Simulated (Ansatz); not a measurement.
# CH4B2ClF: how energies converge with the basis set

An exercise on one series of results from a longer session: the logs are not shown, and one member is left open.

Program: Ansatz 0.2.0, Gaussian basis. Level of theory: one geometry, several basis sets. These are calculated values, not measurements.

Plan: PBE0-D4/def2-SVP; ωB97M-V/def2-SVP; PBE0-D4/def2-QZVPP; ωB97M-V/def2-QZVPP; the functionals' def2-TZVPP values are taken from earlier runs.

### The relaxed structure

An earlier PBE0-D4 in a triple-zeta def2 set relaxation fixed the geometry.

SMILES `CB(F)BCl`, 9 atoms, charge 0, spin multiplicity 1.

Atoms are counted from 1 here; the program's logs count them from 0.

Bond lengths: C1–B2 1.561 Å, C1–H6 1.093 Å, C1–H7 1.098 Å, C1–H8 1.092 Å, B2–F3 1.336 Å, B2–B4 1.699 Å, B4–Cl5 1.748 Å, B4–H9 1.196 Å. Angles: B2–C1–H6 112.9°, B2–C1–H7 107.6°, B2–C1–H8 112.9°, H6–C1–H7 105.7°, H6–C1–H8 109.6°, H7–C1–H8 107.7°, C1–B2–F3 118.3°, C1–B2–B4 123.9°, F3–B2–B4 117.8°, B2–B4–Cl5 118.7°, B2–B4–H9 125.8°, Cl5–B4–H9 115.5°.

Geometry (Å):

```xyz
9
charge 0, multiplicity 1
C     1.1932   -0.3488    0.4331
B     0.1375    0.4220   -0.4194
F     0.5707    1.1636   -1.4432
B    -1.5384    0.3402   -0.1534
Cl   -2.4311   -1.0009   -0.8320
H     0.9482   -0.3675    1.4983
H     1.1828   -1.3976    0.1066
H     2.2082    0.0316    0.2980
H    -2.1825    1.1112    0.4950
```

The first run:

Contents of in.yaml:

```yaml
crystal:
  periodic: [false, false, false]
  atoms:
    - {symbol: C, position_ang: [1.193178, -0.348840, 0.433069]}
    - {symbol: B, position_ang: [0.137534, 0.422001, -0.419367]}
    - {symbol: F, position_ang: [0.570715, 1.163556, -1.443166]}
    - {symbol: B, position_ang: [-1.538408, 0.340189, -0.153418]}
    - {symbol: Cl, position_ang: [-2.431066, -1.000880, -0.831984]}
    - {symbol: H, position_ang: [0.948189, -0.367518, 1.498304]}
    - {symbol: H, position_ang: [1.182775, -1.397616, 0.106562]}
    - {symbol: H, position_ang: [2.208177, 0.031616, 0.298032]}
    - {symbol: H, position_ang: [-2.182494, 1.111192, 0.494970]}
basis:
  gaussian: {orbitals: def2-SVP}
hamiltonian: {xc: pbe0, dispersion: d4}
output: {orbitals: {seedname: orbitals}}
```

Run with:

```
> ansatz run in.yaml --threads 2 --pin off --events-out ev --progress --plain --max-ram 4352MiB
```

Among the steps run: PBE0-D4 in def2-SVP; ωB97M-V in def2-SVP; PBE0-D4 in def2-QZVPP; ωB97M-V in def2-QZVPP.

One table of the session follows, with a row left open; its other results are not shown here.

It belongs to the step «Functionals by basis». 

```
functional       basis  HOMO (eV)  LUMO (eV)
   PBE0-D4    def2-SVP      -7.66      -1.66
   PBE0-D4  def2-TZVPP      -7.79      -1.84
   PBE0-D4  def2-QZVPP      -7.82      -1.88
   ωB97M-V    def2-SVP      -9.87       0.45
   ωB97M-V  def2-TZVPP          ?          ?
   ωB97M-V  def2-QZVPP     -10.06       0.11
```

**Question.** Estimate the row for ωB97M-V, def2-TZVPP.

**Answer.** HOMO (eV): -10.03; LUMO (eV): 0.19. In the column «HOMO (eV)» it lies between ωB97M-V, def2-QZVPP (-10.06) and ωB97M-V, def2-SVP (-9.87).
